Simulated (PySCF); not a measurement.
# Ta (+4): ligand-field states

What do calculations give for the ligand-field states of Ta (+4)?

Programs: PySCF 2.14.0, with routines of our own; each step states its level. All values are computed. Atoms count from 0.

### Step 1. The starting structure

1 atom, charge 4, states of the metal's open shell are computed; geometry from: free ion.

### Step 2. Ligand-field states: state-averaged CASSCF

Job settings and geometry (Å):

```
{"job": {"kind": "lf", "basis": {"metal": "x2c-TZVPall", "ligand": "x2c-SVPall"}, "nevpt": true}, "charge": 4, "metal": "Ta", "open_shell": "d1"}
Ta     0.000000     0.000000     0.000000
```

With the program's defaults for keys left out, this is: state-averaged CASSCF of the metal d shell, SC-NEVPT2 on the averaged canonical orbitals, state-interaction spin-orbit coupling.

The run is started by

```bash
$ OMP_NUM_THREADS=1 python lf_run.py task.json out
```

This one command runs all jobs of the session in turn.

Log:

```text
basis functions 81, electrons 69, active (1e, 5o)
stage 1: DIIS on the effective Fock matrix, level shift 0.30
cycle   1  E = -15593.6985163507  dE = -1.559e+04  max|g| = 6.048e+00
cycle   2  E = -15598.2260192695  dE = -4.528e+00  max|g| = 1.994e+00
cycle   3  E = -15598.8316388102  dE = -6.056e-01  max|g| = 7.541e-01
cycle   4  E = -15598.8979201267  dE = -6.628e-02  max|g| = 6.487e-02
cycle   5  E = -15598.8991561019  dE = -1.236e-03  max|g| = 6.599e-03
cycle   6  E = -15598.8991979917  dE = -4.189e-05  max|g| = 1.510e-03
cycle   7  E = -15598.8992008872  dE = -2.896e-06  max|g| = 3.081e-04
cycle   8  E = -15598.8992011211  dE = -2.339e-07  max|g| = 5.890e-05
cycle   9  E = -15598.8992011366  dE = -1.560e-08  max|g| = 1.213e-05
cycle  10  E = -15598.8992011376  dE = -9.004e-10  max|g| = 2.040e-06
converged average energy = -15598.8992011376

 mult deg   label        CASSCF/cm-1   NEVPT2/cm-1
   2   5   2D                  0.0           0.0

spin-orbit levels / cm-1
      0.00  x4  2D 1.00
   6790.76  x6  2D 1.00
```

Wall time 4.9 s (1 thread of Arm Neoverse V2, shared host); peak memory 0.23 GiB.

Key values:

| quantity | value |
| --- | --- |
| spin-orbit constant ζ | 2716 cm⁻¹ |

Powder susceptibility:

| T (K) | χT (cm³ K/mol) | μ(eff) |
| --- | --- | --- |
| 2 | 0.300 | 1.55 |
| 5 | 0.300 | 1.55 |
| 10 | 0.300 | 1.55 |
| 20 | 0.300 | 1.55 |
| 30 | 0.300 | 1.55 |
| 50 | 0.300 | 1.55 |
| 75 | 0.301 | 1.55 |
| 100 | 0.301 | 1.55 |
| 150 | 0.302 | 1.55 |
| 200 | 0.303 | 1.56 |
| 250 | 0.304 | 1.56 |
| 300 | 0.304 | 1.56 |

### Step 3. Ligand-field states: state-averaged CASSCF (aux autoaux)

Job settings and geometry (Å):

```
{"job": {"kind": "lf", "basis": {"metal": "x2c-TZVPall", "ligand": "x2c-SVPall"}, "nevpt": true, "aux": "autoaux"}, "charge": 4, "metal": "Ta", "open_shell": "d1"}
Ta     0.000000     0.000000     0.000000
```

With the program's defaults for keys left out, this is: state-averaged CASSCF of the metal d shell, SC-NEVPT2 on the averaged canonical orbitals, state-interaction spin-orbit coupling.

Log:

```text
basis functions 81, electrons 69, active (1e, 5o)
stage 1: DIIS on the effective Fock matrix, level shift 0.30
cycle   1  E = -15593.6985163507  dE = -1.559e+04  max|g| = 6.048e+00
cycle   2  E = -15598.2260192695  dE = -4.528e+00  max|g| = 1.994e+00
cycle   3  E = -15598.8316388102  dE = -6.056e-01  max|g| = 7.541e-01
cycle   4  E = -15598.8979201267  dE = -6.628e-02  max|g| = 6.487e-02
cycle   5  E = -15598.8991561019  dE = -1.236e-03  max|g| = 6.599e-03
cycle   6  E = -15598.8991979917  dE = -4.189e-05  max|g| = 1.510e-03
cycle   7  E = -15598.8992008872  dE = -2.896e-06  max|g| = 3.081e-04
cycle   8  E = -15598.8992011211  dE = -2.339e-07  max|g| = 5.890e-05
cycle   9  E = -15598.8992011366  dE = -1.560e-08  max|g| = 1.213e-05
cycle  10  E = -15598.8992011376  dE = -9.004e-10  max|g| = 2.040e-06
converged average energy = -15598.8992011376

 mult deg   label        CASSCF/cm-1   NEVPT2/cm-1
   2   5   2D                  0.0           0.0

spin-orbit levels / cm-1
      0.00  x4  2D 1.00
   6790.76  x6  2D 1.00
```

Run time: 3.6 s. Hardware: 1 thread of Arm Neoverse V2, shared host; peak memory 0.22 GiB.

Key values:

| quantity | value |
| --- | --- |
| spin-orbit constant ζ | 2716 cm⁻¹ |

Powder susceptibility:

| T (K) | χT (cm³ K/mol) | μ(eff) |
| --- | --- | --- |
| 2 | 0.300 | 1.55 |
| 20 | 0.300 | 1.55 |
| 100 | 0.301 | 1.55 |
| 300 | 0.304 | 1.56 |

### Step 4. Ligand-field states: state-averaged CASSCF (nevpt False)

Job settings and geometry (Å):

```
{"job": {"kind": "lf", "basis": {"metal": "x2c-TZVPall", "ligand": "x2c-SVPall"}, "nevpt": false}, "charge": 4, "metal": "Ta", "open_shell": "d1"}
Ta     0.000000     0.000000     0.000000
```

With the program's defaults for keys left out, this is: state-averaged CASSCF of the metal d shell, state-interaction spin-orbit coupling.

Log:

```text
basis functions 81, electrons 69, active (1e, 5o)
stage 1: DIIS on the effective Fock matrix, level shift 0.30
cycle   1  E = -15593.6985163507  dE = -1.559e+04  max|g| = 6.048e+00
cycle   2  E = -15598.2260192695  dE = -4.528e+00  max|g| = 1.994e+00
cycle   3  E = -15598.8316388102  dE = -6.056e-01  max|g| = 7.541e-01
cycle   4  E = -15598.8979201267  dE = -6.628e-02  max|g| = 6.487e-02
cycle   5  E = -15598.8991561019  dE = -1.236e-03  max|g| = 6.599e-03
cycle   6  E = -15598.8991979917  dE = -4.189e-05  max|g| = 1.510e-03
cycle   7  E = -15598.8992008872  dE = -2.896e-06  max|g| = 3.081e-04
cycle   8  E = -15598.8992011211  dE = -2.339e-07  max|g| = 5.890e-05
cycle   9  E = -15598.8992011366  dE = -1.560e-08  max|g| = 1.213e-05
cycle  10  E = -15598.8992011376  dE = -9.004e-10  max|g| = 2.040e-06
converged average energy = -15598.8992011376

 mult deg   label        CASSCF/cm-1   NEVPT2/cm-1
   2   5   2D                  0.0

spin-orbit levels / cm-1
      0.00  x4  2D 1.00
   6790.76  x6  2D 1.00
```

Wall time 3.3 s (1 thread of Arm Neoverse V2, shared host); peak memory 0.22 GiB.

In short:

| quantity | value |
| --- | --- |
| spin-orbit constant ζ | 2716 cm⁻¹ |

Powder susceptibility:

| T (K) | χT (cm³ K/mol) | μ(eff) |
| --- | --- | --- |
| 2 | 0.300 | 1.55 |
| 20 | 0.300 | 1.55 |
| 100 | 0.301 | 1.55 |
| 300 | 0.304 | 1.56 |

### Step 5. The runs side by side

From the CASSCF states (cm⁻¹; the spread is that of the fitted one-electron ligand-field levels):

| step | setting | ground state | next state | orbital spread | ζ | μ(eff), 300 K |
| --- | --- | --- | --- | --- | --- | --- |
| 2 | as given | 2D | – | 0 | 2716 | 1.56 |
| 3 | aux autoaux | 2D | – | 0 | 2716 | 1.56 |
| 4 | nevpt False | 2D | – | 0 | 2716 | 1.56 |

### Step 6. Summary of results

```
                                               quantity       value
  spin-orbit constant ζ (step 2, state-averaged CASSCF)   2716 cm⁻¹
ground multiplicity, μ(eff) at 300 K (step 2, free ion)  2, 1.56 μB
ground multiplicity, μ(eff) at 300 K (step 3, free ion)  2, 1.56 μB
ground multiplicity, μ(eff) at 300 K (step 4, free ion)  2, 1.56 μB
```

What this shows: In step 2, χT goes from 0.30 at 2 K to 0.30 cm³ K/mol at 300 K: nearly flat, so one level governs the whole range.
